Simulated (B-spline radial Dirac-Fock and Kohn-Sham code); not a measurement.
# Muonic Hg

The question: the levels and X-ray lines of a negative muon bound to a nucleus of Hg.

The numbers are computed with B-spline radial Dirac-Fock and Kohn-Sham code (version 3): Dirac equation of a negative muon with reduced mass around a spherical finite nucleus, Uehling potential to all orders; no nuclear polarisation, deformation, self-energy or electron screening.

### Step 1. The system

Neutral mercury in the configuration [Xe] 4f14 5d10 6s2.

```
nuclear charge     : 80
electrons          : 80
mass number        : 197
nuclear rms radius : 5.4412 fm
```

### Step 2. A = 197, fermi nucleus

Recorded inputs:

```ini
task = muonic
Z = 80
charge = 0
configuration = 1s2 2s2 2p6 3s2 3p6 3d10 4s2 4p6 4d10 4f14 5s2 5p6 5d10 6s2
mass_number = 197
rms_radius = 5.4412  # fm
nuclear_model = fermi
atomic_mass = 196.967214  # u
radius_from = measured
```

The program writes no log. Results of the run, from its result record (rounded, main fields):

```text
{
  "status": "converged",
  "levels": ["1s1/2", "2s1/2", "2p1/2", "2p3/2", "3s1/2", "3p1/2", "3p3/2", "3d3/2", "3d5/2", "4d3/2", "4d5/2", "4f5/2", "4f7/2", "5f5/2", "5f7/2", "5g7/2", "5g9/2", "6g7/2", "6g9/2", "6h9/2", "6h11/2"],
  "binding [keV]": [10267.91, 3457.822, 4596.216, 4421.024, 1689.507, 2040.041, 1994.822, 2065.444, 2026.606, 1158.286, 1142.138, 1142.419, 1134.119, 730.7107, 726.4489, 726.2099, 723.6966, 504.2441, 502.7869, 502.6603, 501.6982],
  "point_nucleus_binding [keV]": [19862.27, 5088.151, 5088.151, 4598.705, 2204.77, 2204.77, 2058.898, 2058.898, 2018.659, 1156.004, 1138.905, 1138.905, 1130.696, 728.953, 724.7329, 724.7329, 722.2411, 503.4312, 501.9857, 501.9857, 501.0297],
  "vacuum_polarisation [keV]": [65.512, 18.577, 30.834, 28.388, 7.1698, 10.222, 9.7071, 9.8424, 9.2476, 4.2528, 4.0278, 3.5221, 3.4261, 1.7643, 1.7183, 1.477, 1.4555, 0.81281, 0.80117, 0.67456, 0.66849],
  "mean_radius [fm]": [8.262, 24.69, 15.68, 16.45, 50.82, 39.11, 40.04, 32.05, 32.98, 64.76, 65.88, 56.25, 56.92, 98.79, 99.56, 86.8, 87.31, 139.1, 139.7, 123.7, 124.1]
}
```

### Step 3. A = 198, fermi nucleus

Settings, as recorded:

```ini
task = muonic
mass_number = 198
rms_radius = 5.4463  # fm
nuclear_model = fermi
atomic_mass = 197.966769  # u
```

The program writes no log. Results of the run, from its result record (rounded, main fields):

```text
{
  "status": "converged",
  "levels": ["1s1/2", "2s1/2", "2p1/2", "2p3/2", "3s1/2", "3p1/2", "3p3/2", "3d3/2", "3d5/2", "4d3/2", "4d5/2", "4f5/2", "4f7/2", "5f5/2", "5f7/2", "5g7/2", "5g9/2", "6g7/2", "6g9/2", "6h9/2", "6h11/2"],
  "binding [keV]": [10262.92, 3456.871, 4595.568, 4420.585, 1689.185, 2039.832, 1994.671, 2065.439, 2026.607, 1158.282, 1142.138, 1142.422, 1134.123, 730.7128, 726.451, 726.212, 723.6988, 504.2455, 502.7884, 502.6617, 501.6997],
  "point_nucleus_binding [keV]": [19862.32, 5088.166, 5088.166, 4598.719, 2204.776, 2204.776, 2058.904, 2058.904, 2018.665, 1156.007, 1138.908, 1138.908, 1130.699, 728.9551, 724.735, 724.735, 722.2432, 503.4327, 501.9872, 501.9872, 501.0312],
  "vacuum_polarisation [keV]": [65.455, 18.566, 30.821, 28.379, 7.1664, 10.219, 9.7045, 9.8422, 9.2477, 4.2527, 4.0278, 3.5222, 3.4261, 1.7643, 1.7183, 1.477, 1.4555, 0.81282, 0.80118, 0.67456, 0.66849],
  "mean_radius [fm]": [8.266, 24.7, 15.68, 16.45, 50.83, 39.11, 40.04, 32.05, 32.98, 64.76, 65.88, 56.25, 56.92, 98.79, 99.56, 86.8, 87.31, 139.1, 139.7, 123.7, 124.1]
}
```

### Step 4. A = 199, fermi nucleus

The run's settings:

```ini
task = muonic
mass_number = 199
rms_radius = 5.4474  # fm
nuclear_model = fermi
atomic_mass = 198.968281  # u
```

The program writes no log. Results of the run, from its result record (rounded, main fields):

```text
{
  "status": "converged",
  "levels": ["1s1/2", "2s1/2", "2p1/2", "2p3/2", "3s1/2", "3p1/2", "3p3/2", "3d3/2", "3d5/2", "4d3/2", "4d5/2", "4f5/2", "4f7/2", "5f5/2", "5f7/2", "5g7/2", "5g9/2", "6g7/2", "6g9/2", "6h9/2", "6h11/2"],
  "binding [keV]": [10261.86, 3456.671, 4595.437, 4420.499, 1689.119, 2039.791, 1994.643, 2065.443, 2026.611, 1158.284, 1142.141, 1142.426, 1134.126, 730.7149, 726.4531, 726.2141, 723.7009, 504.247, 502.7898, 502.6632, 501.7011],
  "point_nucleus_binding [keV]": [19862.38, 5088.181, 5088.181, 4598.732, 2204.783, 2204.783, 2058.91, 2058.91, 2018.671, 1156.011, 1138.911, 1138.911, 1130.703, 728.9572, 724.7371, 724.7371, 722.2453, 503.4342, 501.9886, 501.9886, 501.0326],
  "vacuum_polarisation [keV]": [65.443, 18.564, 30.818, 28.378, 7.1657, 10.218, 9.7039, 9.8422, 9.2477, 4.2527, 4.0278, 3.5222, 3.4262, 1.7643, 1.7183, 1.477, 1.4556, 0.81283, 0.80118, 0.67457, 0.6685],
  "mean_radius [fm]": [8.267, 24.7, 15.68, 16.45, 50.83, 39.11, 40.05, 32.05, 32.98, 64.76, 65.88, 56.25, 56.92, 98.79, 99.56, 86.8, 87.31, 139.1, 139.7, 123.7, 124.1]
}
```

### Step 5. A = 200, fermi nucleus

Settings, as recorded:

```ini
task = muonic
mass_number = 200
rms_radius = 5.4551  # fm
nuclear_model = fermi
atomic_mass = 199.968327  # u
```

The program writes no log. Results of the run, from its result record (rounded, main fields):

```text
{
  "status": "converged",
  "levels": ["1s1/2", "2s1/2", "2p1/2", "2p3/2", "3s1/2", "3p1/2", "3p3/2", "3d3/2", "3d5/2", "4d3/2", "4d5/2", "4f5/2", "4f7/2", "5f5/2", "5f7/2", "5g7/2", "5g9/2", "6g7/2", "6g9/2", "6h9/2", "6h11/2"],
  "binding [keV]": [10254.33, 3455.233, 4594.453, 4419.83, 1688.632, 2039.472, 1994.412, 2065.432, 2026.609, 1158.278, 1142.139, 1142.429, 1134.129, 730.7169, 726.4551, 726.2162, 723.7029, 504.2484, 502.7913, 502.6646, 501.7026],
  "point_nucleus_binding [keV]": [19862.44, 5088.195, 5088.195, 4598.745, 2204.789, 2204.789, 2058.916, 2058.916, 2018.677, 1156.014, 1138.915, 1138.915, 1130.706, 728.9593, 724.7392, 724.7392, 722.2474, 503.4356, 501.9901, 501.9901, 501.0341],
  "vacuum_polarisation [keV]": [65.356, 18.547, 30.799, 28.365, 7.1606, 10.212, 9.6999, 9.842, 9.2477, 4.2526, 4.0277, 3.5223, 3.4262, 1.7644, 1.7184, 1.477, 1.4556, 0.81283, 0.80119, 0.67457, 0.6685],
  "mean_radius [fm]": [8.273, 24.71, 15.69, 16.45, 50.84, 39.12, 40.05, 32.05, 32.98, 64.76, 65.88, 56.25, 56.92, 98.79, 99.56, 86.8, 87.31, 139.1, 139.7, 123.7, 124.1]
}
```

### Step 6. Tables and plots

X-ray lines of the cascade, in keV:

| line | A = 197, fermi | A = 198, fermi | A = 199, fermi | A = 200, fermi |
| --- | --- | --- | --- | --- |
| 2p3/2 → 1s1/2 | 5846.89 | 5842.33 | 5841.36 | 5834.50 |
| 2p1/2 → 1s1/2 | 5671.69 | 5667.35 | 5666.42 | 5659.87 |
| 3p3/2 → 1s1/2 | 8273.09 | 8268.25 | 8267.21 | 8259.91 |
| 3d5/2 → 2p3/2 | 2394.42 | 2393.98 | 2393.89 | 2393.22 |
| 3d3/2 → 2p1/2 | 2530.77 | 2530.13 | 2529.99 | 2529.02 |
| 4f7/2 → 3d5/2 | 892.487 | 892.484 | 892.485 | 892.479 |
| 5g9/2 → 4f7/2 | 410.423 | 410.424 | 410.425 | 410.426 |

### Step 7. What came out

```
                          quantity           value
        1s binding, A = 197, fermi     10267.9 keV
               for a point nucleus     19862.3 keV
         vacuum polarisation in 1s       65.51 keV
mean 1s radius, nuclear rms radius  8.26, 5.441 fm
```

In words: With a mean radius of 1.5 times the nuclear rms radius, the 1s level loses 49 % of its point-nucleus binding. (Vacuum polarisation, which the point-nucleus values lack, is taken out for this ratio.) The size effect lifts 2s above 2p1/2, which a point nucleus keeps level. From A = 197 to 200 the 2p3/2 → 1s1/2 line moves by -12.39 keV. Nuclear polarisation, deformation and electron screening are left out.
